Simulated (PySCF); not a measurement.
**MoO₂Cl₂: structure of the singlet**

Aim: relax MoO₂Cl₂ as a singlet from a tetrahedral start, check by its vibrations whether the end is a minimum, and collect its spectrum and constants.

Method: PBE, basis Mo def2-TZVP with ECP28, O def2-TZVP, Cl def2-TZVP, scalar-relativistic core potentials, no spin–orbit coupling, density fitting; program: PySCF 2.14.0.

## 1. The starting structure

5 atoms, charge 0, spin multiplicity 1.

Bond lengths: Mo1–O2 1.780 Å, Mo1–O3 1.780 Å, Mo1–Cl4 2.370 Å, Mo1–Cl5 2.370 Å. Angles: O2–Mo1–O3 109.5°, O2–Mo1–Cl4 109.5°, O2–Mo1–Cl5 109.5°, O3–Mo1–Cl4 109.5°, O3–Mo1–Cl5 109.5°, Cl4–Mo1–Cl5 109.5°.

```xyz
5
charge 0 multiplicity 1
Mo    0.0000    0.0000    0.0000
O     0.0000    1.4534   -1.0276
O     0.0000   -1.4534   -1.0276
Cl    1.9352    0.0000    1.3682
Cl   -1.9352    0.0000    1.3682
```

## 2. Finding the electronic state

The steps below are one call of a driver around PySCF. For each, scf.py gives the equivalent set-up of the SCF; relaxations use the driver's own optimiser. After this first run the driver tries any further starts and a stability analysis.

The input, scf.py:

```python
from pyscf import gto, scf, dft
mol = gto.M(atom='''
Mo     0.000000     0.000000     0.000000
O      0.000000     1.453400    -1.027600
O     -0.000000    -1.453400    -1.027600
Cl     1.935200     0.000000     1.368200
Cl    -1.935200     0.000000     1.368200''',
    basis={'Mo': 'def2-TZVP', 'O': 'def2-TZVP', 'Cl': 'def2-TZVP'},
    ecp={'Mo': 'def2-TZVP'},
    charge=0, spin=0)
mf = dft.RKS(mol, xc='PBE')
mf.grids.atom_grid = (50, 194)
aux = {'Mo': 'def2-universal-JKFIT', 'O': 'def2-universal-JKFIT', 'Cl': 'def2-universal-JKFIT'}
mf = mf.density_fit(auxbasis=aux)
mf.conv_tol = 1e-08
mf.diis_space = 10
mf.max_cycle = 60
mf.init_guess = 'minao'
mf.verbose = 4
mf.kernel()
```

Launch:

```sh
> OMP_NUM_THREADS=4 python axn.py task.json out
```

The program printed, shortened:

```text
[... the frontier levels of the middle cycles are left out ...]
init E= -1132.35718489938
  HOMO = -0.514700062748755  LUMO = -0.394193714331523  gap/eV = 3.27914
cycle= 1 E= -1138.34534299361  delta_E= -5.99  |g|= 1.61  |ddm|= 3.95
  HOMO = -0.0884345572366894  LUMO = -0.0480091614918446  gap/eV = 1.10003
cycle= 2 E= -1123.55533329336  delta_E= 14.8  |g|= 6.67  |ddm|= 6.69
  HOMO = -0.242878287387951  LUMO = -0.130356184663383  gap/eV = 3.06188
cycle= 3 E= -1138.77090851092  delta_E= -15.2  |g|= 0.704  |ddm|= 6.54
cycle= 4 E= -1138.79038413382  delta_E= -0.0195  |g|= 0.56  |ddm|= 0.789
cycle= 5 E= -1138.83040515243  delta_E= -0.04  |g|= 0.37  |ddm|= 0.59
cycle= 6 E= -1138.86463814256  delta_E= -0.0342  |g|= 0.161  |ddm|= 0.273
cycle= 7 E= -1138.8667440183  delta_E= -0.00211  |g|= 0.124  |ddm|= 0.025
cycle= 8 E= -1138.86851146897  delta_E= -0.00177  |g|= 0.0751  |ddm|= 0.0261
cycle= 9 E= -1138.86947045226  delta_E= -0.000959  |g|= 0.022  |ddm|= 0.0229
cycle= 10 E= -1138.86957777817  delta_E= -0.000107  |g|= 0.00199  |ddm|= 0.0117
cycle= 11 E= -1138.8695786254  delta_E= -8.47e-07  |g|= 0.000278  |ddm|= 0.00107
cycle= 12 E= -1138.86957864507  delta_E= -1.97e-08  |g|= 0.000104  |ddm|= 0.000269
cycle= 13 E= -1138.86957864719  delta_E= -2.12e-09  |g|= 1.48e-05  |ddm|= 4.97e-05
  HOMO = -0.30582053384832  LUMO = -0.197586664213992  gap/eV = 2.94519
Extra cycle  E= -1138.86957864597  delta_E= 1.22e-09  |g|= 8.25e-05  |ddm|= 4.13e-05
converged SCF energy = -1138.86957864597
```

This step, with its further starts and checks, took 45 s on 4 threads of Arm Neoverse V1, shared host.

The starts that the driver tried:

```csv
start,energy (Eh)
the minimal-basis guess,-1138.869579
a thermally smeared density,-1138.869579
a smeared PBE density,-1138.869579
```

No lower closed-shell solution turned up from the other starts or in the test of internal stability.

## 3. Tetrahedral start, singlet: relaxation

The program finds C2v symmetry in the start, which this walk keeps. Threshold on the gradient: 0.0003 Eh/bohr, with a further test on the energy change.

Edit scf.py of step 2 so:

```diff
@@ -3,5 +3,5 @@
-Mo     0.000000     0.000000     0.000000
-O      0.000000     1.453400    -1.027600
-O     -0.000000    -1.453400    -1.027600
-Cl     1.935200     0.000000     1.368200
-Cl    -1.935200     0.000000     1.368200''',
+Mo     0.000000     0.000000    -0.314343
+O      0.000000     1.453400    -1.341943
+O      0.000000    -1.453400    -1.341943
+Cl     1.935200     0.000000     1.053857
+Cl    -1.935200     0.000000     1.053857''',
@@ -18 +17,0 @@
-mf.init_guess = 'minao'
```

Energy and gradient, step by step:

```csv
step,energy (Eh),change (kJ/mol),largest symmetric gradient (Eh/bohr)
0,-1138.869579,0.00,0.06539
1,-1138.890848,-55.84,0.03407
2,-1138.892313,-59.69,0.00145
3,-1138.892360,-59.81,0.00036
4,-1138.892361,-59.81,0.00010
```

The walk took 22 s.

Geometry (Å) and forces (eV/Å) at some steps:

```
step 0
Mo   0.000   0.000  -0.314   0.000   0.000  -2.252
O    0.000   1.453  -1.342   0.000  -3.363   2.185
O    0.000  -1.453  -1.342   0.000   3.363   2.185
Cl   1.935   0.000   1.054  -1.422   0.000  -1.059
Cl  -1.935   0.000   1.054   1.422   0.000  -1.059
step 1
Mo   0.000   0.000  -0.312   0.000   0.000   1.752
O    0.000   1.360  -1.296   0.000   0.357  -0.459
O    0.000  -1.360  -1.296   0.000  -0.357  -0.459
Cl   1.883   0.000   1.007  -0.511   0.000  -0.417
Cl  -1.883   0.000   1.007   0.511   0.000  -0.417
step 2
Mo   0.000   0.000  -0.279   0.000  -0.002  -0.055
O    0.000   1.349  -1.297   0.000   0.039   0.074
O    0.000  -1.349  -1.297   0.000  -0.036   0.076
Cl   1.869   0.000   0.991  -0.040   0.000  -0.047
Cl  -1.869   0.000   0.991   0.040   0.000  -0.047
step 3
Mo   0.000   0.000  -0.281   0.000   0.000   0.009
O    0.000   1.356  -1.290   0.000   0.018  -0.001
O    0.000  -1.356  -1.290   0.000  -0.019  -0.001
Cl   1.868   0.000   0.985   0.011   0.000  -0.003
Cl  -1.868   0.000   0.985  -0.011   0.000  -0.003
step 4
Mo   0.000   0.000  -0.280   0.000   0.000   0.001
O    0.000   1.357  -1.288   0.000  -0.005   0.003
O    0.000  -1.357  -1.288   0.000   0.005   0.003
Cl   1.869   0.000   0.983   0.003   0.000  -0.003
Cl  -1.869   0.000   0.983  -0.003   0.000  -0.003
```

End point (C2v, 4 steps, 59.8 kJ/mol gained): Mo–Cl 2.256 Å (×2), Mo–O 1.690 Å (×2); Cl–Mo–Cl 111.9°, Cl–Mo–O 109.5° (×4), O–Mo–O 106.8°.

## 4. Hessian and properties

The point is checked on the finer grid, and tightened if its gradient asks for it. The Hessian and the dipole derivatives come from central differences of analytic gradients, with steps of 0.02 bohr.

Edit scf.py of step 3 so:

```diff
@@ -3,5 +3,5 @@
-Mo     0.000000     0.000000    -0.314343
-O      0.000000     1.453400    -1.341943
-O      0.000000    -1.453400    -1.341943
-Cl     1.935200     0.000000     1.053857
-Cl    -1.935200     0.000000     1.053857''',
+Mo     0.000000     0.000000    -0.280333
+O      0.000000     1.357426    -1.287757
+O      0.000000    -1.357426    -1.287757
+Cl     1.870338     0.000000     0.981441
+Cl    -1.870338     0.000000     0.981441''',
@@ -12 +12 @@
-mf.grids.atom_grid = (50, 194)
+mf.grids.atom_grid = (75, 302)
@@ -15 +15 @@
-mf.conv_tol = 1e-08
+mf.conv_tol = 1e-10
```

The driver hands on the density of the step before, so the log starts near convergence.

Log of the central SCF (cycles and frontier levels):

```text
init E= -1138.8927321487
  HOMO = -0.304709648728664  LUMO = -0.168692821210218  gap/eV = 3.70121
cycle= 1 E= -1138.89273214862  delta_E= 7.16e-11  |g|= 1.98e-05  |ddm|= 1.09e-05
  HOMO = -0.304708668317999  LUMO = -0.168693397778483  gap/eV = 3.70116
cycle= 2 E= -1138.89273214635  delta_E= 2.27e-09  |g|= 0.00011  |ddm|= 5.98e-05
  HOMO = -0.304709483509886  LUMO = -0.168692896251142  gap/eV = 3.70120
cycle= 3 E= -1138.8927321487  delta_E= -2.35e-09  |g|= 1.14e-06  |ddm|= 5.06e-05
  HOMO = -0.304709527093541  LUMO = -0.168692945785873  gap/eV = 3.70120
cycle= 4 E= -1138.8927321487  delta_E= -2.96e-12  |g|= 5.05e-07  |ddm|= 1.06e-06
  HOMO = -0.304709464402401  LUMO = -0.16869282434944  gap/eV = 3.70120
Extra cycle  E= -1138.8927321487  delta_E= 2.27e-12  |g|= 2.09e-06  |ddm|= 1.4e-06
converged SCF energy = -1138.8927321487
```

The whole step took 1.9 min.

Geometry: C2v; Mo–Cl 2.256 Å (×2), Mo–O 1.690 Å (×2); Cl–Mo–Cl 112.0°, Cl–Mo–O 109.5° (×4), O–Mo–O 106.8°.

Harmonic modes (main isotopes):

```json
{"symmetry": "a1", "ω (cm⁻¹)": "117", "IR (km/mol)": "0.3", "type": "bend"}
{"symmetry": "b2", "ω (cm⁻¹)": "176", "IR (km/mol)": "2.7", "type": "bend"}
{"symmetry": "a2", "ω (cm⁻¹)": "206", "IR (km/mol)": "0.0", "type": "bend"}
{"symmetry": "b1", "ω (cm⁻¹)": "237", "IR (km/mol)": "2.5", "type": "bend"}
{"symmetry": "a1", "ω (cm⁻¹)": "338", "IR (km/mol)": "1.2", "type": "bend"}
{"symmetry": "a1", "ω (cm⁻¹)": "428", "IR (km/mol)": "24.5", "type": "mixed"}
{"symmetry": "b1", "ω (cm⁻¹)": "449", "IR (km/mol)": "95.4", "type": "stretch"}
{"symmetry": "b2", "ω (cm⁻¹)": "987", "IR (km/mol)": "138", "type": "stretch"}
{"symmetry": "a1", "ω (cm⁻¹)": "1009", "IR (km/mol)": "92.7", "type": "stretch"}
```

All wavenumbers are real: a minimum.

Constants and moments:

```
Dipole moment                                                   : 1.31 D
Highest occupied level                                          : -8.29 eV
Lowest empty level                                              : -4.59 eV
Rotational constants                                            : 0.09012, 0.05553, 0.04522 cm⁻¹
Zero-point energy                                               : 23.6 kJ/mol
Principal polarisabilities                                      : 58.1, 68.0, 81.8 bohr³
Atomisation energy without zero-point energy                    : 2185 kJ/mol
Principal traceless quadrupole moments about the centre of mass : -2.25, -1.11, 3.35 D Å
Entropy at 298.15 K and 1 bar                                   : 340.1 J/(mol K)
Heat capacity Cp at 298.15 K                                    : 85.8 J/(mol K)
Enthalpy at 298.15 K above 0 K                                  : 18.73 kJ/mol
Rotational symmetry number                                      : 2
```

Populations by atom (charges in e):

```json
{"atom": "Mo1", "Mulliken": "1.43", "Löwdin": "0.15", "polar tensor": "1.92", "Mayer order to Mo1": "–"}
{"atom": "O2,3", "Mulliken": "-0.43", "Löwdin": "-0.20", "polar tensor": "-0.55", "Mayer order to Mo1": "1.95"}
{"atom": "Cl4,5", "Mulliken": "-0.28", "Löwdin": "0.13", "polar tensor": "-0.41", "Mayer order to Mo1": "1.02"}
```

Mulliken populations on Mo1 (outside its core potential): s 2.23, p 6.35, d 3.92, f 0.07.

## 5. Would spin polarisation lower it?

At the lowest minimum the closed shell is tested against spin polarisation, on the (50, 194) grid. It is stable.

## 6. Summary of results

| quantity | value |
| --- | --- |
| minimum | singlet, C2v |
| geometry | Mo–Cl 2.256 Å (×2), Mo–O 1.690 Å (×2); Cl–Mo–Cl 112.0°, Cl–Mo–O 109.5° (×4), O–Mo–O 106.8° |
| wavenumbers (cm⁻¹) | 117 (a1), 176 (b2), 206 (a2), 237 (b1), 338 (a1), 428 (a1), 449 (b1), 987 (b2), 1009 (a1) |
| dipole moment | 1.31 D |
| highest occupied, lowest empty level | -8.29, -4.59 eV |
| polar-tensor charge of Mo1 | +1.92 e |
| zero-point energy | 23.6 kJ/mol |
| entropy at 298.15 K | 340.1 J/(mol K) |
| atomisation energy (no zero-point energy) | 2185 kJ/mol |

**Reading.** The tetrahedral start keeps its C2v symmetry and ends in a minimum. In the infrared the band at 987 cm⁻¹ (b2, stretch) leads. Other starts or spin states, not run here, may lie lower.

The search up to here took 3.1 min on 4 threads of Arm Neoverse V1, shared host.
